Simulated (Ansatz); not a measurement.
# CH₁₀BNSi₂: small, medium and large basis sets

The task here is to estimate one member of a computed series from the others.

The runs use Ansatz 0.2.0, Gaussian basis; one geometry, several basis sets.

The runs, in order: PBE0-D4/def2-SVP; ωB97M-V/def2-SVP; PBE0-D4/def2-QZVPP; ωB97M-V/def2-QZVPP; the functionals' def2-TZVPP values are taken from earlier runs.

### The relaxed structure

The geometry comes from an earlier relaxation with PBE0-D4 in a triple-zeta def2 set; it is a stationary point, not always the lowest conformer.

SMILES `BN(C)[SiH2][SiH3]`, 15 atoms, charge 0, spin multiplicity 1.

Atoms are counted from 1 here; the program's logs count them from 0.

Bond lengths: B1–N2 1.393 Å, B1–H6 1.200 Å, B1–H7 1.199 Å, N2–C3 1.458 Å, N2–Si4 1.758 Å, C3–H8 1.090 Å, C3–H9 1.095 Å, C3–H10 1.095 Å, Si4–Si5 2.336 Å, Si4–H11 1.492 Å, Si4–H12 1.492 Å, Si5–H13 1.486 Å, Si5–H14 1.486 Å, Si5–H15 1.490 Å. Angles: N2–B1–H6 119.4°, N2–B1–H7 119.8°, H6–B1–H7 120.8°, B1–N2–C3 121.8°, B1–N2–Si4 122.4°, C3–N2–Si4 115.8°, N2–C3–H8 109.8°, N2–C3–H9 111.0°, N2–C3–H10 111.0°, H8–C3–H9 108.6°, H8–C3–H10 108.6°, H9–C3–H10 107.8°, N2–Si4–Si5 112.2°, N2–Si4–H11 108.4°, N2–Si4–H12 108.4°, Si5–Si4–H11 110.7°, Si5–Si4–H12 110.7°, H11–Si4–H12 106.2° and more.

Coordinates:

```mol
CH10BNSi2
  3D, bonds by distance, orders not assigned

 15 14  0  0  0  0  0  0  0  0999 V2000
   -0.0235    1.4664    0.8176 B   0  0
   -0.0421    0.0750    0.8878 N   0  0
   -0.1093   -0.6292    2.1632 C   0  0
    0.0134   -0.9418   -0.5449 Si  0  0
    0.1199    0.3103   -2.5139 Si  0  0
    0.0325    2.0008   -0.2552 H   0  0
   -0.0635    2.1142    1.8259 H   0  0
   -0.1415    0.0906    2.9815 H   0  0
   -1.0029   -1.2588    2.2175 H   0  0
    0.7633   -1.2753    2.3014 H   0  0
   -1.1913   -1.8221   -0.5438 H   0  0
    1.1925   -1.8493   -0.4321 H   0  0
    1.3470    1.1468   -2.5556 H   0  0
   -1.0786    1.1743   -2.6694 H   0  0
    0.1624   -0.6525   -3.6505 H   0  0
  1  2  8  0
  2  3  8  0
  2  4  8  0
  4  5  8  0
  1  6  8  0
  1  7  8  0
  3  8  8  0
  3  9  8  0
  3 10  8  0
  4 11  8  0
  4 12  8  0
  5 13  8  0
  5 14  8  0
  5 15  8  0
M  END
```

The first run:

The input, in.yaml:

```yaml
crystal:
  periodic: [false, false, false]
  atoms:
    - {symbol: B, position_ang: [-0.023510, 1.466396, 0.817588]}
    - {symbol: N, position_ang: [-0.042141, 0.074961, 0.887807]}
    - {symbol: C, position_ang: [-0.109312, -0.629183, 2.163162]}
    - {symbol: Si, position_ang: [0.013436, -0.941818, -0.544909]}
    - {symbol: Si, position_ang: [0.119946, 0.310333, -2.513922]}
    - {symbol: H, position_ang: [0.032465, 2.000828, -0.255181]}
    - {symbol: H, position_ang: [-0.063462, 2.114156, 1.825875]}
    - {symbol: H, position_ang: [-0.141525, 0.090566, 2.981484]}
    - {symbol: H, position_ang: [-1.002949, -1.258847, 2.217452]}
    - {symbol: H, position_ang: [0.763284, -1.275302, 2.301424]}
    - {symbol: H, position_ang: [-1.191312, -1.822150, -0.543790]}
    - {symbol: H, position_ang: [1.192523, -1.849255, -0.432146]}
    - {symbol: H, position_ang: [1.347035, 1.146849, -2.555588]}
    - {symbol: H, position_ang: [-1.078636, 1.174317, -2.669380]}
    - {symbol: H, position_ang: [0.162358, -0.652451, -3.650475]}
basis:
  gaussian: {orbitals: def2-SVP}
hamiltonian: {xc: pbe0, dispersion: d4}
output: {orbitals: {seedname: orbitals}}
```

On the command line:

```bash
$ ansatz run in.yaml --threads 4 --pin off --events-out ev --progress --plain --max-ram 10444MiB
```

Steps of the session up to this table: PBE0-D4 in def2-SVP; ωB97M-V in def2-SVP; PBE0-D4 in def2-QZVPP; ωB97M-V in def2-QZVPP.

One of the session's tables, all rows but one given; the rest of the session is left out.

It belongs to the step «Density functionals: the series». 

| functional | basis | HOMO (eV) | LUMO (eV) |
| --- | --- | --- | --- |
| PBE0-D4 | def2-SVP | -8.02 | 0.04 |
| PBE0-D4 | def2-TZVPP | -8.04 | -0.19 |
| PBE0-D4 | def2-QZVPP | -8.05 | -0.27 |
| ωB97M-V | def2-SVP | ? | ? |
| ωB97M-V | def2-TZVPP | -10.34 | 1.59 |
| ωB97M-V | def2-QZVPP | -10.34 | 1.31 |

**Question.** Estimate the row for ωB97M-V, def2-SVP.

As computed: HOMO (eV): -10.28; LUMO (eV): 2.06. In the column «HOMO (eV)» it lies between ωB97M-V, def2-QZVPP (-10.34) and PBE0-D4, def2-QZVPP (-8.05).
